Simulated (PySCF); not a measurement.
# C7H8: runs on many settings, part 2 of 2

PySCF 2.14.0. Atoms count from 0. Earlier steps stand in the parts before.

### Step 4. Shielding tensors: BHandHLYP/pcSseg-1

The job: settings as JSON, then the geometry in Å.

```
{"job": {"kind": "nmr", "xc": "BHandHLYP", "basis": "pcSseg-1", "pop": true}, "charge": 0, "multiplicity": 1}
C      2.970678    -1.169888     1.060075
C      1.783800    -1.192723     0.867390
C      0.396210    -1.265751     0.657808
C     -0.361234    -0.263741     0.170234
C     -1.836004    -0.448127    -0.014601
C      0.234545     1.010579    -0.185587
C     -0.419977     2.059744    -0.675305
H      4.006185    -1.141713     1.225177
H     -0.056030    -2.214704     0.921357
H     -2.105900    -0.305715    -1.060464
H     -2.384865     0.283541     0.577155
H     -2.145542    -1.444391     0.291915
H      1.303524     1.074178    -0.025687
H     -1.481226     2.051344    -0.855730
H      0.091422     2.975358    -0.918097
```

Method: GIAO BHandHLYP/pcSseg-1 NMR shielding, non-relativistic, gas phase.

Standard output:

```text
coarse grid: 12568 points
cycle   1  E = -271.1702657108  dE =  1.171e+00  |g| = 3.411e-01  |ddm| = 3.729e+00
cycle   2  E = -271.1983711356  dE = -2.811e-02  |g| = 1.841e-01  |ddm| = 7.538e-01
cycle   3  E = -271.2063453458  dE = -7.974e-03  |g| = 5.698e-02  |ddm| = 2.142e-01
cycle   4  E = -271.2068619400  dE = -5.166e-04  |g| = 3.764e-02  |ddm| = 9.105e-02
cycle   5  E = -271.2072326601  dE = -3.707e-04  |g| = 6.165e-03  |ddm| = 3.387e-02
cycle   6  E = -271.2072411711  dE = -8.511e-06  |g| = 1.768e-03  |ddm| = 6.575e-03
final grid: 121432 points
cycle   7  E = -271.2477880324  dE = -1.882e-05  |g| = 3.209e-03  |ddm| = 2.808e-02
cycle   8  E = -271.2477879865  dE =  4.593e-08  |g| = 3.310e-03  |ddm| = 5.315e-03
cycle   9  E = -271.2477905437  dE = -2.557e-06  |g| = 7.888e-04  |ddm| = 2.511e-03
cycle  10  E = -271.2477906919  dE = -1.482e-07  |g| = 1.504e-04  |ddm| = 6.236e-04
cycle  11  E = -271.2477906970  dE = -5.131e-09  |g| = 7.149e-05  |ddm| = 2.347e-04
cycle  12  E = -271.2477906985  dE = -1.497e-09  |g| = 1.344e-05  |ddm| = 7.960e-05
cycle  13  E = -271.2477906986  dE = -8.686e-11  |g| = 5.762e-06  |ddm| = 1.923e-05
converged SCF energy = -271.2477906986

GIAO shielding tensors (ppm)
atom      isotropic    diamagn.    paramagn.     s11        s22        s33       span
  0 C       92.370     260.924    -168.554     32.579     50.675    193.856    161.277
  1 C      104.629     254.210    -149.581     -0.799      5.302    309.384    310.183
  2 C       70.176     256.856    -186.681    -26.008     94.963    141.572    167.579
  3 C       27.425     261.200    -233.775   -101.935     19.812    164.397    266.332
  4 C      165.604     245.752     -80.147    155.955    156.495    184.363     28.408
  5 C       41.814     253.610    -211.796    -81.250     46.221    160.471    241.720
  6 C       62.376     255.312    -192.935    -51.217     68.082    170.265    221.482
  7 H       28.795      34.102      -5.307     24.909     25.370     36.106     11.197
  8 H       26.322      30.459      -4.137     22.191     26.563     30.213      8.022
  9 H       29.842      29.869      -0.027     26.069     28.014     35.444      9.375
 10 H       29.847      29.542       0.305     26.072     28.023     35.446      9.374
 11 H       30.059      29.686       0.373     25.860     29.575     34.742      8.882
 12 H       24.355      32.917      -8.562     21.217     21.577     30.272      9.055
 13 H       26.397      32.288      -5.891     23.614     24.762     30.815      7.201
 14 H       26.340      29.604      -3.263     24.402     24.916     29.704      5.302
```

Wall time 14 s (1 thread of Arm Neoverse V2, shared host); peak memory 0.75 GiB.

In short: δ C3 159.2, C5 144.8, C6 124.2, C2 116.4, H12 7.54, H8 5.57 ppm.

### Step 5. Excited states and response: PBE0/6-31G-J

Settings changed since step 4:

```diff
@@ -1,2 +1,2 @@
-{"job": {"kind": "nmr", "xc": "BHandHLYP", "basis": "pcSseg-1", "pop": true}, "charge": 0, "multiplicity": 1}
+{"job": {"kind": "uv", "xc": "PBE0", "basis": "6-31G-J", "nstates": 12, "ntriplets": 5, "tda": false, "scf": {"conv": 1e-08}}, "charge": 0, "multiplicity": 1}
 C      2.970678    -1.169888     1.060075
```

With the program's defaults for keys left out, this is: TDDFT PBE0/6-31G-J, vertical, gas phase, core orbitals frozen in the response.

Standard output:

```text
final grid: 121432 points
cycle   1  E = -271.0671331275  dE =  9.522e-01  |g| = 3.562e-01  |ddm| = 4.122e+00
cycle   2  E = -271.0786985881  dE = -1.157e-02  |g| = 2.991e-01  |ddm| = 7.785e-01
cycle   3  E = -271.1019746047  dE = -2.328e-02  |g| = 5.571e-02  |ddm| = 3.511e-01
cycle   4  E = -271.1020234931  dE = -4.889e-05  |g| = 5.458e-02  |ddm| = 1.192e-01
cycle   5  E = -271.1027937596  dE = -7.703e-04  |g| = 8.730e-03  |ddm| = 5.778e-02
cycle   6  E = -271.1028121265  dE = -1.837e-05  |g| = 1.778e-03  |ddm| = 1.077e-02
cycle   7  E = -271.1028127521  dE = -6.256e-07  |g| = 9.857e-04  |ddm| = 2.733e-03
cycle   8  E = -271.1028130075  dE = -2.554e-07  |g| = 8.988e-05  |ddm| = 9.209e-04
cycle   9  E = -271.1028130094  dE = -1.920e-09  |g| = 4.055e-05  |ddm| = 1.650e-04
converged SCF energy = -271.1028130094

Static polarisability (au): isotropic 74.738, principal 30.154 69.015 125.045

Singlet excitations
state   eV       nm        f      main configurations
  1   5.0014    247.9   0.55384   H->L 0.94
  2   5.2248    237.3   0.00006   H-1->L 0.97
  3   6.2147    199.5   0.00001   H->L+1 0.94
  4   6.2351    198.8   0.06709   H-2->L 0.78, H->L+2 0.18
  5   7.0710    175.3   0.11428   H->L+2 0.53, H-1->L+1 0.22, H-3->L 0.11
  6   7.0857    175.0   0.00061   H-4->L 0.98
  7   7.6482    162.1   0.05403   H-3->L 0.81, H->L+2 0.11
  8   8.0403    154.2   0.00001   H-1->L+2 0.79
  9   8.1956    151.3   0.00051   H-5->L 0.81
 10   8.2841    149.7   0.00101   H->L+3 0.47, H-2->L+1 0.35
 11   8.4011    147.6   0.00328   H->L+3 0.50, H-2->L+1 0.40
 12   8.6741    142.9   0.24916   H-1->L+1 0.35, H->L+7 0.19, H-2->L+2 0.16

Triplet excitations (Tamm-Dancoff, eV): 2.7314 4.4902 4.9423 5.7310 5.8972
```

It took 13 s on 1 thread of Arm Neoverse V2, shared host; peak memory 0.59 GiB.

This run: HOMO -6.24 eV, LUMO -1.07 eV; lowest singlet 5.00 eV.

### Step 6. Nuclear shieldings: PBE0/6-31++G**

Settings changed since step 5:

```diff
@@ -1,2 +1,2 @@
-{"job": {"kind": "uv", "xc": "PBE0", "basis": "6-31G-J", "nstates": 12, "ntriplets": 5, "tda": false, "scf": {"conv": 1e-08}}, "charge": 0, "multiplicity": 1}
+{"job": {"kind": "nmr", "xc": "PBE0", "basis": "6-31++G**", "pop": true, "scf": {"guess": "sap"}}, "charge": 0, "multiplicity": 1}
 C      2.970678    -1.169888     1.060075
```

With the program's defaults for keys left out, this is: GIAO PBE0/6-31++G** NMR shielding, non-relativistic, gas phase.

Standard output:

```text
final grid: 121432 points
cycle   1  E = -238.0980151835  dE =  3.004e+01  |g| = 7.106e+00  |ddm| = 5.324e+03
cycle   2  E = -210.7990705486  dE =  2.730e+01  |g| = 1.159e+01  |ddm| = 5.296e+03
cycle   3  E = -261.2277120215  dE = -5.043e+01  |g| = 4.462e+00  |ddm| = 9.753e+01
cycle   4  E = -268.5023735621  dE = -7.275e+00  |g| = 2.982e+00  |ddm| = 1.527e+01
cycle   5  E = -270.8828098547  dE = -2.380e+00  |g| = 8.362e-01  |ddm| = 1.792e+01
cycle   6  E = -270.9639237331  dE = -8.111e-02  |g| = 7.369e-01  |ddm| = 7.275e+00
cycle   7  E = -271.1194021380  dE = -1.555e-01  |g| = 2.210e-01  |ddm| = 2.898e+00
cycle   8  E = -271.1299601413  dE = -1.056e-02  |g| = 9.380e-02  |ddm| = 6.620e-01
cycle   9  E = -271.1324415206  dE = -2.481e-03  |g| = 3.136e-02  |ddm| = 2.896e-01
cycle  10  E = -271.1326784730  dE = -2.370e-04  |g| = 1.154e-02  |ddm| = 1.287e-01
cycle  11  E = -271.1327204499  dE = -4.198e-05  |g| = 1.818e-03  |ddm| = 5.193e-02
cycle  12  E = -271.1327212752  dE = -8.253e-07  |g| = 3.635e-04  |ddm| = 9.163e-03
cycle  13  E = -271.1327213051  dE = -2.987e-08  |g| = 2.062e-04  |ddm| = 2.406e-03
cycle  14  E = -271.1327213152  dE = -1.006e-08  |g| = 3.817e-05  |ddm| = 4.485e-04
cycle  15  E = -271.1327213155  dE = -3.566e-10  |g| = 2.072e-05  |ddm| = 4.373e-04
converged SCF energy = -271.1327213155

GIAO shielding tensors (ppm)
atom      isotropic    diamagn.    paramagn.     s11        s22        s33       span
  0 C      114.401     274.756    -160.355     63.944     80.496    198.763    134.820
  1 C      119.772     240.337    -120.565     28.285     35.334    295.697    267.411
  2 C       90.624     262.627    -172.004     12.965    106.550    152.355    139.390
  3 C       50.734     254.228    -203.494    -57.691     37.947    171.946    229.638
  4 C      177.658     236.449     -58.791    168.340    168.487    196.147     27.808
  5 C       65.064     266.598    -201.534    -39.794     63.491    171.496    211.290
  6 C       84.770     257.384    -172.614    -10.323     82.352    182.281    192.604
  7 H       28.751      33.388      -4.638     24.959     25.579     35.714     10.755
  8 H       26.139      28.415      -2.275     22.211     26.051     30.155      7.944
  9 H       29.776      27.207       2.569     26.042     28.100     35.184      9.142
 10 H       29.780      27.045       2.735     26.045     28.109     35.186      9.141
 11 H       30.099      27.493       2.606     25.960     29.821     34.514      8.554
 12 H       23.991      37.302     -13.311     21.097     21.209     29.667      8.569
 13 H       26.202      32.459      -6.257     23.572     24.745     30.288      6.716
 14 H       26.250      29.878      -3.628     24.458     25.092     29.200      4.742
```

Run time: 22 s. Hardware: 1 thread of Arm Neoverse V2, shared host; peak memory 0.7 GiB.

In short: δ C3 147.7, C5 133.4, C6 113.7, C2 107.8, H12 7.86, H8 5.71 ppm.

### Step 7. Run by run: NMR shifts

Shifts (ppm) of some atoms, chosen among heavy atoms and hydrogens apart, with basis size and wall time:

```
               run     C3     C5     C6     C2    C0   H12   H13  functions  time
     PBE0/pcSseg-1  156.8  143.7  123.2  115.8  94.7  7.62  5.59        159  19 s
BHandHLYP/pcSseg-1  159.2  144.8  124.2  116.4  94.2  7.54  5.50        159  14 s
    PBE0/6-31++G**  147.7  133.4  113.7  107.8  84.1  7.86  5.65        174  22 s
```

### Step 8. Run by run: electronic excitations

Excitations and ground-state properties, with basis size and wall time:

```
           run  lowest singlet (eV)  brightest (eV)      f  gap (eV)  α (Å³)  μ (D)  functions  time
PBE0/def2-SVPD                 4.73            4.73  0.527      5.02   13.63   0.89        204  27 s
  PBE0/6-31G-J                 5.00            5.00  0.554      5.17   11.08   0.79        116  13 s
```

### Step 9. What came out

The summary covers parts 1 to 2.

| quantity | value |
| --- | --- |
| ¹³C shifts against TMS (PBE0/pcSseg-1) | 156.8, 143.7, 123.2, 115.8, 94.7, 85.3, 21.3 ppm |
| ¹H shifts against TMS (PBE0/pcSseg-1, means over atoms taken as alike) | 7.62, 5.68, 5.64, 5.59, 3.08, 1.98 ppm |
| surface potential, 1st and 99th percentile | -0.88 V and 1.30 V |
| lowest singlet (PBE0/def2-SVPD) | 4.73 eV (262 nm), f = 0.527 |
| lowest triplet | 2.68 eV |
| range of the shift of C3 | 147.7 to 159.2 ppm |
| range of the lowest singlet | 4.73 to 5.00 eV |

What this shows: Single values in the summary come from the first run of each kind that ended normally (PBE0/pcSseg-1; PBE0/def2-SVPD), which need not be the best level. At PBE0/pcSseg-1: The widest tensor belongs to C1: span 299 ppm, with a paramagnetic part of -151 ppm. By nearest atom (PBE0/pcSseg-1), the HOMO sits on C0, C2, C3 about 19 % each; C6 16 % and the LUMO on C2, C3, C6 about 18 % each; C0, C5 about 10 % each. The first singlet state (HOMO→LUMO 0.95) lies at 4.73 eV and is bright. The lowest triplet lies 2.05 eV below the lowest singlet (triplets in Tamm-Dancoff, singlets in full TDDFT). Across the 3 runs the shift of C3 moves most, between 147.7 (PBE0/6-31++G**) and 159.2 ppm (BHandHLYP/pcSseg-1). The lowest singlet runs from 4.73 eV (PBE0/def2-SVPD) to 5.00 eV (PBE0/6-31G-J), while the orbital gap spans 5.02 to 5.17 eV. The lowest state need not be the same one in every run. The runs solved for a few states only, so the brightest column depends on that window.
